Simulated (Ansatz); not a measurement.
# SrTiO3: the cost of one run

Method: DFT PBE, scalar-relativistic, plane waves, PAW, in Ansatz 0.2.0.

## 1. The starting structure

The structure is tetragonal, space group I4/mcm (No. 140). Conventional cell: a = 5.511 Å, b = 5.511 Å, c = 7.796 Å, α = 90.00°, β = 90.00°, γ = 90.00°. Sr (site symmetry -42m) has 12 O at 2.73 to 2.78 Å as nearest neighbours. Around Ti (site symmetry 4/m) lie 6 O at 1.95 Å. Around O (site symmetry 422) lie 2 Ti at 1.95 Å and 4 Sr at 2.76 Å. O (site symmetry m2m) has 2 Ti at 1.95 Å and 4 Sr at 2.73 to 2.78 Å as nearest neighbours.

Coordinates:

```xyz
40
Lattice="5.5110 -5.5110 0.0000 5.5110 5.5110 0.0000 0.0000 0.0000 7.7960" Properties=species:S:1:pos:R:3 pbc="T T T"
Sr    2.7555    0.0000    5.8470
Sr    5.5110    2.7555    1.9490
Sr    5.5110   -2.7555    1.9490
Sr    8.2665    0.0000    5.8470
Sr    5.5110   -2.7555    5.8470
Sr    8.2665    0.0000    1.9490
Sr    2.7555    0.0000    1.9490
Sr    5.5110    2.7555    5.8470
Ti    0.0000    0.0000    0.0000
Ti    2.7555    2.7555    3.8980
Ti    2.7555   -2.7555    3.8980
Ti    5.5110    0.0000    0.0000
Ti    2.7555   -2.7555    0.0000
Ti    5.5110    0.0000    3.8980
Ti    0.0000    0.0000    3.8980
Ti    2.7555    2.7555    0.0000
O     0.0000    0.0000    1.9490
O     2.7555    2.7555    5.8470
O     2.7555   -2.7555    5.8470
O     5.5110    0.0000    1.9490
O     2.7555   -2.7555    1.9490
O     5.5110    0.0000    5.8470
O     0.0000    0.0000    5.8470
O     2.7555    2.7555    1.9490
O     6.8617   -1.4048    0.0000
O     9.6172    1.3507    3.8980
O     4.1062    1.3507    3.8980
O     6.8617    4.1062    0.0000
O     1.4048    1.3507    0.0000
O     4.1603    4.1062    3.8980
O     4.1603   -1.4048    3.8980
O     6.9158    1.3507    0.0000
O     4.1603   -4.1062    0.0000
O     6.9158   -1.3507    3.8980
O     1.4048   -1.3507    3.8980
O     4.1603    1.4048    0.0000
O     4.1062   -1.3507    0.0000
O     6.8617    1.4048    3.8980
O     6.8617   -4.1062    3.8980
O     9.6172   -1.3507    0.0000
```

The runs take a perfect supercell of 40 atoms; the defect goes to fractional position (0.000, 0.000, 0.000).

## 2. The perfect supercell

Contents of input.yaml:

```yaml
crystal:
  lattice:
    - [5.511, -5.511, 0.0]
    - [5.511, 5.511, 0.0]
    - [0.0, 0.0, 7.796]
  atoms:
    - { symbol: Sr, position: [0.25, 0.25, 0.75] }
    - { symbol: Sr, position: [0.25, 0.75, 0.25] }
    - { symbol: Sr, position: [0.75, 0.25, 0.25] }
    - { symbol: Sr, position: [0.75, 0.75, 0.75] }
    - { symbol: Sr, position: [0.75, 0.25, 0.75] }
    - { symbol: Sr, position: [0.75, 0.75, 0.25] }
    - { symbol: Sr, position: [0.25, 0.25, 0.25] }
    - { symbol: Sr, position: [0.25, 0.75, 0.75] }
    - { symbol: Ti, position: [0.0, 0.0, 0.0] }
    - { symbol: Ti, position: [0.0, 0.5, 0.5] }
    - { symbol: Ti, position: [0.5, 0.0, 0.5] }
    - { symbol: Ti, position: [0.5, 0.5, 0.0] }
    - { symbol: Ti, position: [0.5, 0.0, 0.0] }
    - { symbol: Ti, position: [0.5, 0.5, 0.5] }
    - { symbol: Ti, position: [0.0, 0.0, 0.5] }
    - { symbol: Ti, position: [0.0, 0.5, 0.0] }
    - { symbol: O, position: [0.0, 0.0, 0.25] }
    - { symbol: O, position: [0.0, 0.5, 0.75] }
    - { symbol: O, position: [0.5, 0.0, 0.75] }
    - { symbol: O, position: [0.5, 0.5, 0.25] }
    - { symbol: O, position: [0.5, 0.0, 0.25] }
    - { symbol: O, position: [0.5, 0.5, 0.75] }
    - { symbol: O, position: [0.0, 0.0, 0.75] }
    - { symbol: O, position: [0.0, 0.5, 0.25] }
    - { symbol: O, position: [0.75, 0.4951, 0.0] }
    - { symbol: O, position: [0.75, 0.9951, 0.5] }
    - { symbol: O, position: [0.25, 0.4951, 0.5] }
    - { symbol: O, position: [0.25, 0.9951, 0.0] }
    - { symbol: O, position: [0.0049, 0.25, 0.0] }
    - { symbol: O, position: [0.0049, 0.75, 0.5] }
    - { symbol: O, position: [0.5049, 0.25, 0.5] }
    - { symbol: O, position: [0.5049, 0.75, 0.0] }
    - { symbol: O, position: [0.75, 0.0049, 0.0] }
    - { symbol: O, position: [0.75, 0.5049, 0.5] }
    - { symbol: O, position: [0.25, 0.0049, 0.5] }
    - { symbol: O, position: [0.25, 0.5049, 0.0] }
    - { symbol: O, position: [0.4951, 0.25, 0.0] }
    - { symbol: O, position: [0.4951, 0.75, 0.5] }
    - { symbol: O, position: [0.9951, 0.25, 0.5] }
    - { symbol: O, position: [0.9951, 0.75, 0.0] }
basis:
  ecutwfc: 420
  fft_grid_basis: typed
kpoints:
  mp_grid: { grid: [2, 2, 2] }
hamiltonian:
  xc: pbe
  pseudopotentials: { kind: paw }
scf:
  occupations: { method: gaussian, width: 0.05 }
output:
  forces: true
  stress: false
  eigenvalues: true
  bader: false
  write_density: true
  volumetric_format: npy
```

The run is started by

```sh
> ansatz run input.yaml --threads 4 --pin off --max-ram 10240MiB --backend cpu --events-out ev --progress --plain --runs-dir out
```

Q: Estimate wall time and peak memory on 4 threads of AMD EPYC 7R13 (Zen 3), shared host.

About 7.2 s, with a peak of 2.2 GiB.
